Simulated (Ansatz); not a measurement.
**SnPHO3: a short molecular-dynamics run**

A trajectory of SnPHO3, a randomly packed cell with 12 atoms that was not relaxed first: 20 steps of 0.5 fs under a Langevin thermostat at 900 K.

Method: DFT PBE, plane waves, PAW, scalar-relativistic, no spin polarisation, in Ansatz 0.2.0.

## 1. The starting structure

The cell holds 12 atoms (H2O6P2Sn2): a = 5.666 Å, b = 6.638 Å, c = 5.220 Å, α = 88.20°, β = 91.79°, γ = 88.41°.

As a file:

```cif
data_structure
_symmetry_space_group_name_H-M 'P 1'
_symmetry_Int_Tables_number 1
_cell_length_a 5.6663
_cell_length_b 6.6385
_cell_length_c 5.2202
_cell_angle_alpha 88.196
_cell_angle_beta 91.785
_cell_angle_gamma 88.411
_cell_volume 196.09
loop_
_atom_site_label
_atom_site_type_symbol
_atom_site_fract_x
_atom_site_fract_y
_atom_site_fract_z
_atom_site_occupancy
Sn1 Sn 0.50508 0.79232 0.65297 1
Sn2 Sn 0.49093 0.47451 0.16002 1
P1 P 0.96025 0.04022 0.55017 1
P2 P 0.99238 0.77300 0.00023 1
O1 O 0.94946 0.39794 0.91153 1
O2 O 0.15728 0.45183 0.55142 1
O3 O 0.61511 0.07748 0.02697 1
O4 O 0.54911 0.20443 0.57183 1
O5 O 0.26315 0.19562 0.85176 1
O6 O 0.28634 0.99959 0.22722 1
H1 H 0.82812 0.36985 0.55943 1
H2 H 0.01753 0.71337 0.43468 1
```

## 2. The run

File input.yaml:

```yaml
crystal:
  lattice:
    - [5.631416, 0.455355, 0.432395]
    - [-0.399763, 6.591777, 0.676845]
    - [-0.529009, -0.398309, 5.178073]
  atoms:
    - { symbol: Sn, position: [0.505076, 0.792321, 0.652966] }
    - { symbol: Sn, position: [0.490934, 0.474512, 0.160024] }
    - { symbol: P, position: [0.960252, 0.04022, 0.55017] }
    - { symbol: P, position: [0.992379, 0.773003, 0.000235] }
    - { symbol: O, position: [0.949458, 0.397938, 0.911529] }
    - { symbol: O, position: [0.157279, 0.451831, 0.551421] }
    - { symbol: O, position: [0.61511, 0.077475, 0.026969] }
    - { symbol: O, position: [0.549112, 0.204433, 0.57183] }
    - { symbol: O, position: [0.263145, 0.195625, 0.851763] }
    - { symbol: O, position: [0.28634, 0.999594, 0.227224] }
    - { symbol: H, position: [0.828119, 0.369854, 0.559429] }
    - { symbol: H, position: [0.017533, 0.713374, 0.434682] }
kpoints:
  mp_grid: { grid: [3, 2, 3] }
magnetization:
  spin_polarized: false
scf:
  occupations: { method: cold, width: 0.15 }
hamiltonian:
  pseudopotentials: { kind: paw }
  xc: pbe
basis:
  ecutwfc: 420
md:
  timestep: 0.5
  n_steps: 20
  ensemble: nvt_langevin
  temperature: 900.0
  initial_velocities: maxwell_boltzmann
  seed: 618050
```

Started as:

```bash
ansatz run input.yaml --threads 2 --pin off --max-ram 2560MiB --backend cpu --events-out ev --progress --plain --runs-dir out
```

Standard output:

```text
Warning: md: disabling space-group detection — thermal motion breaks the input geometry's symmetry, so no spatial operation reduces the k-mesh or symmetrises the density; time reversal is kept, so that k and −k are solved as one point where they differ and the mesh holds both, and exact exchange and, on two spinor components, a DFT+U term hold to it where the run has them: on two components no moment then forms, and a state that bears one, which a typed moment (crystal.atoms[].spin; refused beside efield: under a hybrid functional) reaches, can lie lower, under hf by electronvolts; crystal.symmetry.detect: false (a key that needs symmetry detection or time reversal refuses this as the deck is read) with time_reversal: false beside it drops time reversal too
Warning: RAYON_NUM_THREADS=2 ignored (pool sized by the plan → 2); use --threads N
Engine: ansatz 0.2.0, aarch64-unknown-linux-gnu
Pseudopotentials: kind: paw
Pseudopotential: Sn, paw, valence charge 14, recommended cutoff 420 eV (normal), Sn.paw.azcp
Pseudopotential: P, paw, valence charge 5, recommended cutoff 420 eV (normal), P.paw.azcp
Pseudopotential: O, paw, valence charge 6, recommended cutoff 420 eV (normal), O.paw.azcp
Pseudopotential: H, paw, valence charge 1, recommended cutoff 420 eV (normal), H.paw.azcp
Functional definition: PBE
  parameter kappa = 0.804
  parameter beta = 0.06672455060314922
  exchange = pbe_x(kappa = kappa, mu = beta*pi^2/3)
  correlation = pbe_c(beta = beta)
Crystal: 12 atoms, lattice volume = 196.090 Å³
Basis set: ecut = 420 eV, 3821 PW (Γ), exchange–correlation on 80×90×72 points (8 copies of the dense FFT grid, shifted against one another)
Bands: 50, of which v1, the nominal top of the filled ones, is band 38 counted from 1 (37 counted from 0)
Symmetry: 1 space group operations
k-points: 10 of 18 (time reversal used)
Non-local potential: Sn, projectors of the file, l = 0: 2, l = 1: 2, l = 2: 2, l = 3: 2
Non-local potential: P, projectors of the file, l = 0: 2, l = 1: 2, l = 2: 2
Non-local potential: O, projectors of the file, l = 0: 2, l = 1: 2, l = 2: 1
Non-local potential: H, projectors of the file, l = 0: 2, l = 1: 1
PAW form: soft (Blöchl's): semilocal exchange-correlation on the pseudo side does not see the compensation charge
PAW one-centre angular grid: Sn, 590 points (default); XC on 64 Gauss nodes
PAW one-centre angular grid: P, 110 points (default); XC on 64 Gauss nodes
PAW one-centre angular grid: O, 110 points (default); XC on 64 Gauss nodes
PAW one-centre angular grid: H, 110 points (default); XC on 64 Gauss nodes
Initial density: superposition of atomic densities (neutral atoms: chi_scale 0, normalization atom), corrected by the library's trained network
Initial wavefunctions: pseudopotential atomic-orbital guess
Functional: x = pbe(κ = 0.804, μ = 0.2195149727645171), c = pbe(β = 0.06672455060314922)
SCF iter   1: F=—  HF=-16968.335513 eV  |F-HF|=—  |Δ(HF+E_count)|=         —  Δρ=7.59e-3  dr2=1.12e-1  ethr=1.77e-3  ⟨swp⟩=8.5  Hψ=2208  notcnv=0
preconditioner: auto → Kerker (q_TF=auto, 2.330 Å⁻¹)  [metal: Δε(μ)=0.035 eV  Ē_g=11.918 eV  σ=0.150 eV  W_gap=0.16  n_scr=38 (ndim 8)  ℏωp=23.1 eV  f_vac=0.008  D(μ)=11.28/eV (n_scr^D=110)]
SCF iter   2: F=—  HF=-16968.328885 eV  |F-HF|=—  |Δ(HF+E_count)|=   6.63e-3  S|Δr|=    0.00e0  Δρ=3.23e-3  dr2=2.22e-2  ethr=1.47e-4  ⟨swp⟩=1.3  Hψ=593  notcnv=0
SCF iter   3: F=—  HF=-16968.327406 eV  |F-HF|=—  |Δ(HF+E_count)|=   1.48e-3  S|Δr|=    0.00e0  Δρ=7.43e-4  dr2=2.07e-3  ethr=2.92e-5  ⟨swp⟩=2.2  Hψ=587  notcnv=0
SCF iter   4: F=—  HF=-16968.327317 eV  |F-HF|=—  |Δ(HF+E_count)|=   8.90e-5  S|Δr|=    0.00e0  Δρ=2.25e-4  dr2=1.86e-4  ethr=2.72e-6  ⟨swp⟩=1.7  Hψ=576  notcnv=0
SCF iter   5: F=—  HF=-16968.327336 eV  |F-HF|=—  |Δ(HF+E_count)|=   1.85e-5  S|Δr|=    0.00e0  Δρ=9.03e-5  dr2=1.68e-5  ethr=2.45e-7  ⟨swp⟩=2.1  Hψ=702  notcnv=0
SCF iter   6: F=—  HF=-16968.327331 eV  |F-HF|=—  |Δ(HF+E_count)|=   4.83e-6  S|Δr|=    0.00e0  Δρ=5.51e-5  dr2=6.80e-6  ethr=2.22e-8  ⟨swp⟩=2.2  Hψ=865  notcnv=0
SCF iter   7: F=—  HF=-16968.327330 eV  |F-HF|=—  |Δ(HF+E_count)|=   1.23e-6  S|Δr|=    0.00e0  Δρ=1.16e-5  dr2=4.93e-7  ethr=8.94e-9  ⟨swp⟩=2.2  Hψ=818  notcnv=0
SCF iter   8: F=—  HF=-16968.327330 eV  |F-HF|=—  |Δ(HF+E_count)|=   2.40e-7  S|Δr|=    0.00e0  Δρ=4.44e-6  dr2=8.77e-8  ethr=6.48e-10  ⟨swp⟩=2.5  Hψ=860  notcnv=0
SCF iter   9: F=—  HF=-16968.327330 eV  |F-HF|=—  |Δ(HF+E_count)|=   3.95e-8  S|Δr|=    0.00e0  Δρ=1.71e-6  dr2=1.20e-8  ethr=1.58e-11  ⟨swp⟩=3.6  Hψ=1959  notcnv=0
SCF iter  10: F=-16968.327330 eV  HF=-16968.327330 eV  |F-HF|=1.38e-10  |Δ(HF+E_count)|=   1.74e-9  S|Δr|=    0.00e0  Δρ=7.32e-7  dr2=1.22e-9  ethr=1.58e-11  ⟨swp⟩=4.0  Hψ=1512  notcnv=0
SCF 1 converged in 10 iterations: F = -16968.327330 eV  dr2 = 1.22e-9
md step     0: t =     0.00 fs  T =   825.0 K  F+E_penalty+E_count = -16968.32732984 eV  E_kin = 1.279674 eV  (10 SCF iters)
[... 13 lines left out ...]
md step     1: t =     0.50 fs  T =   837.0 K  F+E_penalty+E_count = -16968.31452206 eV  E_kin = 1.298308 eV  (8 SCF iters)
[... 11 lines left out ...]
md step     2: t =     1.00 fs  T =   853.6 K  F+E_penalty+E_count = -16968.31853076 eV  E_kin = 1.323975 eV  (8 SCF iters)
[... 1 line left out ...]
md step     3: t =     1.50 fs  T =   915.9 K  F+E_penalty+E_count = -16968.34042675 eV  E_kin = 1.420737 eV  (8 SCF iters)
md step     4: t =     2.00 fs  T =   928.5 K  F+E_penalty+E_count = -16968.38326246 eV  E_kin = 1.440200 eV  (8 SCF iters)
md step     5: t =     2.50 fs  T =   951.9 K  F+E_penalty+E_count = -16968.45393220 eV  E_kin = 1.476563 eV  (5 SCF iters)
md step     6: t =     3.00 fs  T =  1038.5 K  F+E_penalty+E_count = -16968.55819756 eV  E_kin = 1.610882 eV  (5 SCF iters)
md step     7: t =     3.50 fs  T =  1138.1 K  F+E_penalty+E_count = -16968.69703368 eV  E_kin = 1.765335 eV  (5 SCF iters)
md step     8: t =     4.00 fs  T =  1295.2 K  F+E_penalty+E_count = -16968.88036262 eV  E_kin = 2.008935 eV  (5 SCF iters)
md step     9: t =     4.50 fs  T =  1420.7 K  F+E_penalty+E_count = -16969.12209612 eV  E_kin = 2.203688 eV  (5 SCF iters)
md step    10: t =     5.00 fs  T =  1601.6 K  F+E_penalty+E_count = -16969.43388675 eV  E_kin = 2.484280 eV  (8 SCF iters)
md step    11: t =     5.50 fs  T =  1921.4 K  F+E_penalty+E_count = -16969.83550607 eV  E_kin = 2.980372 eV  (6 SCF iters)
md step    12: t =     6.00 fs  T =  2169.1 K  F+E_penalty+E_count = -16970.33647477 eV  E_kin = 3.364576 eV  (6 SCF iters)
md step    13: t =     6.50 fs  T =  2495.8 K  F+E_penalty+E_count = -16970.93117742 eV  E_kin = 3.871349 eV  (6 SCF iters)
md step    14: t =     7.00 fs  T =  2904.5 K  F+E_penalty+E_count = -16971.60134075 eV  E_kin = 4.505238 eV  (6 SCF iters)
md step    15: t =     7.50 fs  T =  3321.9 K  F+E_penalty+E_count = -16972.25633236 eV  E_kin = 5.152638 eV  (7 SCF iters)
md step    16: t =     8.00 fs  T =  3584.9 K  F+E_penalty+E_count = -16972.62186180 eV  E_kin = 5.560625 eV  (7 SCF iters)
md step    17: t =     8.50 fs  T =  3301.7 K  F+E_penalty+E_count = -16972.25507084 eV  E_kin = 5.121304 eV  (8 SCF iters)
md step    18: t =     9.00 fs  T =  2809.0 K  F+E_penalty+E_count = -16971.30770285 eV  E_kin = 4.357051 eV  (11 SCF iters)
md step    19: t =     9.50 fs  T =  2997.3 K  F+E_penalty+E_count = -16971.55864866 eV  E_kin = 4.649096 eV  (9 SCF iters)
[... 14 lines left out ...]
md step    20: t =    10.00 fs  T =  3816.4 K  F+E_penalty+E_count = -16973.06104022 eV  E_kin = 5.919708 eV  (11 SCF iters)
SCF converged after 11 iterations
Stability not checked: this state was not tested for a lower state beside it, because cold or Methfessel-Paxton smearing, or corrected tetrahedra, fill the levels in a way that the test cannot read (fill_not_monotonic; see scf.lower_state_search)
Free energy (F): -16973.061040 eV
Harris-Foulkes:  -16973.061040 eV  (|F-HF|=2.07e-9)
Internal energy: -16973.061550 eV  (E = F + TS)
E sigma→0 (E₀):  -16973.061210 eV
Entropy (-TS):   0.000509 eV (0.042 meV/atom)
Fermi energy:    3.975607 eV
--- Per-component energies (eV) ---
  E_band       = -484.558609
  E_kinetic    = 1530.821428
  E_local      = -4887.918180  (includes V_loc(G=0)·N_el)
  E_nonlocal   = 296.209444
  E_hartree    = 2183.720270
  E_xc         = -1326.088420
  E_vxc        = -870.297643  (∫ρ·V_xc dr)
  E_paw        = -10345.740251  (= ΣΔE_a)
  E_vpaw       = -920.825637  (= ΣTr[D̂ρ^β])
  E_aug_tail   = 0.010350  (compensation charges beyond the density's cutoff)
  E_ewald      = -4424.076191
  E_smearing   = 0.000509  (= −TS)
  E_closure    = 0.000000  (closes the sum)
  Σ components = -16973.061040   (vs F -16973.061040, Δ=0.00e0)
--- Forces (eV/Å), atoms counted from 1 ---
  atom   1  Sn    -0.45680778     2.48953544     0.24203422
  atom   2  Sn    -0.67191352    -2.47306962     0.25564401
  atom   3  P      0.06608518     0.00646644     0.91168717
  atom   4  P      0.47239890     1.17646658    -0.59472103
  atom   5  O     -0.41900537     0.47484839     3.05540011
  atom   6  O      6.29872027   -12.52360567    -5.62592838
  atom   7  O     -1.00991743    -0.84999937    -0.13218476
  atom   8  O      1.47362161    -0.80287483    -0.12692562
  atom   9  O     -0.02260402     0.15004805    -0.55854975
  atom  10  O     -0.33364711    -1.34692407     0.56359317
  atom  11  H     -0.38348423     0.07645482    -1.39907272
  atom  12  H     -5.01343036    13.62265162     3.40905851
  max |Σ_I F_I| component: 3.49e-5 eV/Å
--- MD trajectory: 20 steps, t = 0.0 → 10.0 fs ---
  final state: T = 3816.4 K   F+E_penalty+E_count = -16973.06104022 eV   E_kin = 5.919708 eV
```

It took 97 s on 2 threads of Arm Neoverse V1, shared host; peak memory 0.51 GiB.

## 3. What the atoms did

One step in 2; energies are changes from step 0; msd is the mean square displacement from the start, the centre of mass held:

```csv
time (fs),T (K),potential energy change (meV/atom),msd H (Å²),msd O (Å²),msd P (Å²),msd Sn (Å²)
0.0,825,0.0,0.000,0.000,0.000,0.000
1.0,854,0.7,0.002,0.000,0.000,0.000
2.0,928,-4.7,0.008,0.001,0.000,0.000
3.0,1039,-19.2,0.022,0.001,0.001,0.000
4.0,1295,-46.1,0.050,0.002,0.002,0.000
5.0,1602,-92.2,0.102,0.004,0.002,0.000
6.0,2169,-167.4,0.194,0.005,0.004,0.000
7.0,2905,-272.8,0.346,0.007,0.005,0.000
8.0,3585,-357.9,0.592,0.010,0.007,0.000
9.0,2809,-248.4,0.902,0.013,0.008,0.000
10.0,3816,-394.5,1.104,0.016,0.010,0.001
```

time (fs), T (K) and a bar:
```
      0.0        825 
      0.5        837 
      1.0        854 
      1.5        916 #
      2.0        928 #
      2.5        952 #
      3.0       1039 ##
      3.5       1138 ###
      4.0       1295 #####
      4.5       1421 ######
      5.0       1602 ########
      5.5       1921 ###########
      6.0       2169 #############
      6.5       2496 #################
      7.0       2905 #####################
      7.5       3322 #########################
      8.0       3585 ############################
      8.5       3302 #########################
      9.0       2809 ####################
      9.5       2997 ######################
     10.0       3816 ##############################
```

Bonds that form or break, judged by distance (formed within 1.15 times the sum of covalent radii and held on average over 4 fs, broken when stretched by half; pairs already stretched at the start don't count as bonds):

```csv
time (fs),bond,event
7.5,O6–H12,forms
```

Pair distribution over the second half of the run:

```csv
r (Å),g O–O,g P–O
0.68,0.00,0.00
0.84,0.00,0.00
1.00,0.00,0.00
1.16,0.00,0.00
1.32,0.00,0.00
1.48,0.00,0.00
1.64,0.00,0.00
1.80,0.00,0.00
1.96,0.00,0.00
2.12,3.24,0.00
2.28,4.86,0.00
2.44,1.47,1.28
```

## 4. Snapshots as a file

Positions (Å) and forces (eV/Å):

```xyz
12
Lattice="5.631 0.455 0.432 -0.400 6.592 0.677 -0.529 -0.398 5.178" Properties=species:S:1:pos:R:3:forces:R:3 pbc="T T T" time_fs=1.0 T=854 dE=0.0088
Sn    2.185    5.192    4.137   -0.702    1.934    0.102
Sn    2.490    3.290    1.360   -0.357   -2.697   -0.009
P     5.100    0.484    3.302    0.741    0.072    0.365
P     5.273    5.544    0.952    0.602    0.139    0.223
O     4.712    2.686    5.399   -0.809    1.320   -0.041
O     0.402    2.839    3.222   -0.722    1.703   -1.276
O     3.416    0.776    0.459   -0.667   -0.603   -0.182
O     2.705    1.353    3.334    1.873    0.435   -0.397
O     0.951    1.077    4.658    0.123    0.597   -0.655
O     1.097    6.637    1.970   -1.072   -1.484    0.682
H     4.210    2.600    3.511    0.624   -0.743    1.232
H    -0.395    4.508    2.784    0.367   -0.674   -0.043
12
Lattice="5.631 0.455 0.432 -0.400 6.592 0.677 -0.529 -0.398 5.178" Properties=species:S:1:pos:R:3:forces:R:3 pbc="T T T" time_fs=2.5 T=952 dE=-0.1266
Sn    2.188    5.191    4.137   -0.683    1.972    0.122
Sn    2.489    3.293    1.357   -0.399   -2.635   -0.019
P     5.101    0.485    3.320    0.645    0.122    0.520
P     5.263    5.540    0.949    0.582    0.262   -0.009
O     4.722    2.678    5.397   -0.838    1.180   -0.172
O     0.383    2.853    3.211   -0.849    2.345   -1.483
O     3.412    0.766    0.460   -0.736   -0.614   -0.147
O     2.703    1.328    3.327    1.817    0.352   -0.322
O     0.948    1.088    4.658    0.019    0.528   -0.627
O     1.104    6.647    1.960   -0.912   -1.494    0.674
H     4.199    2.603    3.553    0.717   -0.710    1.342
H    -0.358    4.442    2.852    0.637   -1.309    0.120
12
Lattice="5.631 0.455 0.432 -0.400 6.592 0.677 -0.529 -0.398 5.178" Properties=species:S:1:pos:R:3:forces:R:3 pbc="T T T" time_fs=4.0 T=1295 dE=-0.5530
Sn    2.191    5.190    4.137   -0.649    2.049    0.154
Sn    2.486    3.295    1.356   -0.453   -2.580   -0.018
P     5.101    0.484    3.338    0.521    0.240    0.688
P     5.253    5.536    0.946    0.566    0.415   -0.237
O     4.734    2.671    5.394   -0.951    0.984   -0.415
O     0.366    2.867    3.197   -1.057    3.329   -1.766
O     3.407    0.755    0.460   -0.807   -0.626   -0.116
O     2.703    1.305    3.320    1.727    0.183   -0.252
O     0.946    1.098    4.656   -0.069    0.418   -0.590
O     1.110    6.654    1.950   -0.771   -1.510    0.675
H     4.216    2.589    3.631    0.891   -0.587    1.606
H    -0.307    4.342    2.927    1.052   -2.315    0.271
12
Lattice="5.631 0.455 0.432 -0.400 6.592 0.677 -0.529 -0.398 5.178" Properties=species:S:1:pos:R:3:forces:R:3 pbc="T T T" time_fs=5.0 T=1602 dE=-1.1066
Sn    2.193    5.190    4.138   -0.616    2.120    0.180
Sn    2.483    3.296    1.355   -0.487   -2.549   -0.012
P     5.101    0.483    3.351    0.433    0.326    0.792
P     5.245    5.534    0.944    0.547    0.523   -0.383
O     4.742    2.668    5.392   -1.097    0.834   -0.668
O     0.353    2.879    3.186   -1.218    4.194   -1.956
O     3.403    0.748    0.458   -0.850   -0.644   -0.100
O     2.704    1.291    3.315    1.657    0.035   -0.209
O     0.944    1.104    4.655   -0.106    0.320   -0.553
O     1.114    6.657    1.944   -0.685   -1.511    0.674
H     4.239    2.572    3.703    1.029   -0.448    1.899
H    -0.262    4.252    2.981    1.392   -3.202    0.335
12
Lattice="5.631 0.455 0.432 -0.400 6.592 0.677 -0.529 -0.398 5.178" Properties=species:S:1:pos:R:3:forces:R:3 pbc="T T T" time_fs=6.0 T=2169 dE=-2.0091
Sn    2.194    5.189    4.139   -0.574    2.202    0.208
Sn    2.481    3.296    1.354   -0.522   -2.527    0.005
P     5.101    0.481    3.363    0.341    0.375    0.872
P     5.237    5.530    0.942    0.525    0.646   -0.498
O     4.750    2.666    5.387   -1.317    0.645   -1.061
O     0.340    2.894    3.175   -1.261    5.068   -2.108
O     3.399    0.740    0.457   -0.891   -0.667   -0.092
O     2.707    1.278    3.310    1.597   -0.132   -0.172
O     0.943    1.112    4.655   -0.120    0.222   -0.497
O     1.117    6.659    1.939   -0.604   -1.502    0.666
H     4.267    2.552    3.797    1.169   -0.256    2.346
H    -0.197    4.133    3.034    1.654   -4.074    0.331
12
Lattice="5.631 0.455 0.432 -0.400 6.592 0.677 -0.529 -0.398 5.178" Properties=species:S:1:pos:R:3:forces:R:3 pbc="T T T" time_fs=7.5 T=3322 dE=-3.9290
Sn    2.197    5.189    4.141   -0.516    2.331    0.239
Sn    2.477    3.296    1.353   -0.580   -2.503    0.070
P     5.100    0.480    3.383    0.225    0.296    0.938
P     5.226    5.524    0.937    0.493    0.845   -0.580
O     4.763    2.661    5.380   -1.769    0.248   -1.951
O     0.316    2.922    3.157    0.108    3.293   -2.044
O     3.392    0.726    0.455   -0.942   -0.721   -0.095
O     2.712    1.260    3.303    1.520   -0.430   -0.138
O     0.941    1.122    4.656   -0.108    0.122   -0.440
O     1.122    6.662    1.932   -0.487   -1.461    0.628
H     4.332    2.518    3.981    1.402    0.207    3.360
H    -0.084    3.893    3.118    0.653   -2.228    0.013
12
Lattice="5.631 0.455 0.432 -0.400 6.592 0.677 -0.529 -0.398 5.178" Properties=species:S:1:pos:R:3:forces:R:3 pbc="T T T" time_fs=9.0 T=2809 dE=-2.9804
Sn    2.199    5.189    4.143   -0.494    2.433    0.235
Sn    2.473    3.294    1.352   -0.649   -2.491    0.188
P     5.099    0.478    3.402    0.141    0.074    0.927
P     5.218    5.519    0.931    0.480    1.051   -0.605
O     4.772    2.653    5.368   -2.027   -0.199   -2.265
O     0.291    2.953    3.136   10.483  -22.748   -4.843
O     3.387    0.712    0.454   -0.980   -0.789   -0.120
O     2.718    1.245    3.296    1.481   -0.701   -0.130
O     0.939    1.133    4.658   -0.052    0.109   -0.471
O     1.125    6.662    1.929   -0.396   -1.398    0.585
H     4.426    2.492    4.242    1.336    0.745    3.866
H     0.031    3.648    3.210   -9.323   23.915    2.633
12
Lattice="5.631 0.455 0.432 -0.400 6.592 0.677 -0.529 -0.398 5.178" Properties=species:S:1:pos:R:3:forces:R:3 pbc="T T T" time_fs=10.0 T=3816 dE=-4.7337
Sn    2.199    5.189    4.144   -0.457    2.490    0.242
Sn    2.471    3.293    1.352   -0.672   -2.473    0.256
P     5.100    0.477    3.415    0.066    0.006    0.912
P     5.213    5.515    0.927    0.472    1.176   -0.595
O     4.776    2.648    5.359   -0.419    0.475    3.055
O     0.279    2.961    3.118    6.299  -12.524   -5.626
O     3.383    0.703    0.452   -1.010   -0.850   -0.132
O     2.722    1.236    3.292    1.474   -0.803   -0.127
O     0.938    1.140    4.658   -0.023    0.150   -0.559
O     1.127    6.661    1.927   -0.334   -1.347    0.564
H     4.501    2.481    4.461   -0.383    0.076   -1.399
H     0.025    3.702    3.301   -5.013   13.623    3.409
```

## 5. What came out

```
                             quantity                                   value
                               length                      20 steps of 0.5 fs
     temperature, first and last step                          825 and 3816 K
             temperature, second half        mean 2811 K, from 1602 to 3816 K
        potential energy, second half            -255 meV/atom from the start
mean square displacement, second half  H 0.533, O 0.009, P 0.006, Sn 0.000 Å²
```

Against a set 900 K the second half averages 2811 K, going from 1602 to 3816 K over that half; the potential energy of that half lies 255 meV/atom under the start, so the atoms have moved to lower-lying arrangements, and the energy set free heats the cell. The bonding pattern changes, first at 7.5 fs: O6–H12 forms. Over the second half H atoms stand 0.7 Å (root mean square) from where they began, and the farthest move is 1.1 Å. A run of 10 fs with 12 atoms shows the motion but fixes no equilibrium value. The nuclei move classically, without zero-point motion, which matters most for hydrogen. The k-mesh is coarse.
